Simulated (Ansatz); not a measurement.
**C₄H₃F₃: up Jacob's ladder to CCSD(T)**

An exercise on one series of results from a longer session: the logs are not shown, and one member is left open.

Program: Ansatz 0.2.0, Gaussian basis. Level of theory: functionals in def2-TZVPP, the program's frozen cores in correlated methods. These are calculated values, not measurements.

Levels to be run: LDA (SPW92), PBE-D4, revPBE-D4, BLYP-D4, r2SCAN-D4, B97M-V, PBE0-D4, B3LYP-D4, r2SCANh-D4, r2SCAN0-D4, HSE06-D4, BHLYP-D4, CAM-B3LYP-D4, LC-ωPBE, ωB97X-V, ωB97M-V, B2PLYP, PBE-QIDH; CCSD(T)/def2-SVP; CCSD(T)/def2-TZVPP; MP2/def2-QZVPP; extrapolation to the limit; RPA on PBE.

## Structure used throughout

An earlier PBE0-D4 in a triple-zeta def2 set relaxation fixed the geometry.

SMILES `FC1C=CC1(F)F`, 10 atoms, charge 0, spin multiplicity 1.

Atoms are counted from 1 here; the program's logs count them from 0.

Bond lengths: F1–C2 1.366 Å, C2–C3 1.505 Å, C2–C5 1.556 Å, C2–H8 1.093 Å, C3–C4 1.335 Å, C3–H9 1.082 Å, C4–C5 1.499 Å, C4–H10 1.082 Å, C5–F6 1.353 Å, C5–F7 1.345 Å. Angles: F1–C2–C3 116.2°, F1–C2–C5 115.2°, F1–C2–H8 108.5°, C3–C2–C5 84.7°, C3–C2–H8 116.7°, C5–C2–H8 114.1°, C2–C3–C4 95.2°, C2–C3–H9 131.2°, C4–C3–H9 133.6°, C3–C4–C5 93.2°, C3–C4–H10 134.7°, C5–C4–H10 132.1°, C2–C5–C4 86.8°, C2–C5–F6 115.6°, C2–C5–F7 114.3°, C4–C5–F6 116.3°, C4–C5–F7 116.3°, F6–C5–F7 106.9°.

Set-up of the first run:

in.yaml

```yaml
crystal:
  periodic: [false, false, false]
  atoms:
    - {symbol: F, position_ang: [-0.371846, -2.030326, -0.271720]}
    - {symbol: C, position_ang: [-0.508220, -0.779483, 0.260633]}
    - {symbol: C, position_ang: [0.720443, -0.193173, 0.902411]}
    - {symbol: C, position_ang: [0.804202, 0.849175, 0.072972]}
    - {symbol: C, position_ang: [-0.360809, 0.391790, -0.752533]}
    - {symbol: F, position_ang: [-1.413734, 1.237663, -0.824824]}
    - {symbol: F, position_ang: [-0.084123, 0.003969, -2.009947]}
    - {symbol: H, position_ang: [-1.430453, -0.749970, 0.847229]}
    - {symbol: H, position_ang: [1.293150, -0.507658, 1.764859]}
    - {symbol: H, position_ang: [1.434488, 1.726814, 0.013921]}
basis:
  gaussian: {orbitals: def2-TZVPP}
hamiltonian: {xc: lda}
output: {orbitals: {seedname: orbitals}}
```

The run is started by

```console
ansatz run in.yaml --threads 4 --pin off --events-out ev --progress --plain --max-ram 10444MiB
```

Among the steps run: LDA; PBE-D4 (GGA); revPBE-D4 (GGA); BLYP-D4 (GGA); r2SCAN-D4 (meta-GGA); B97M-V (meta-GGA); B3LYP-D4 (hybrid); r2SCANh-D4 (hybrid); r2SCAN0-D4 (hybrid); HSE06-D4 (hybrid); BHLYP-D4 (hybrid); CAM-B3LYP-D4 (range-separated); LC-ωPBE (range-separated); ωB97X-V (range-separated); ωB97M-V (range-separated); B2PLYP (double hybrid); PBE-QIDH (double hybrid).

One table of the session follows, with a row left open; its other results are not shown here.

It belongs to the step «Orbital energies across the functionals». 

| functional | HOMO (eV) | gap (eV) |
| --- | --- | --- |
| LDA (SPW92) | -7.62 | 5.27 |
| PBE-D4 | -7.43 | 5.37 |
| revPBE-D4 | -7.35 | 5.40 |
| BLYP-D4 | -7.36 | 5.42 |
| r2SCAN-D4 | -7.75 | 5.90 |
| B97M-V | -7.83 | 6.07 |
| PBE0-D4 | -8.87 | 7.85 |
| B3LYP-D4 | -8.65 | 7.37 |
| r2SCANh-D4 | -8.30 | 6.82 |
| r2SCAN0-D4 | -9.05 | 8.14 |
| HSE06-D4 | -8.47 | 7.06 |
| BHLYP-D4 | -9.97 | 10.08 |
| CAM-B3LYP-D4 | ? | ? |
| LC-ωPBE | -11.65 | 13.01 |
| ωB97X-V | -11.25 | 12.53 |
| ωB97M-V | -11.15 | 12.31 |

Estimate the missing values for CAM-B3LYP-D4.

As computed: HOMO (eV): -10.26; gap (eV): 10.39. In the column «HOMO (eV)» it lies between ωB97M-V (-11.15) and BHLYP-D4 (-9.97).
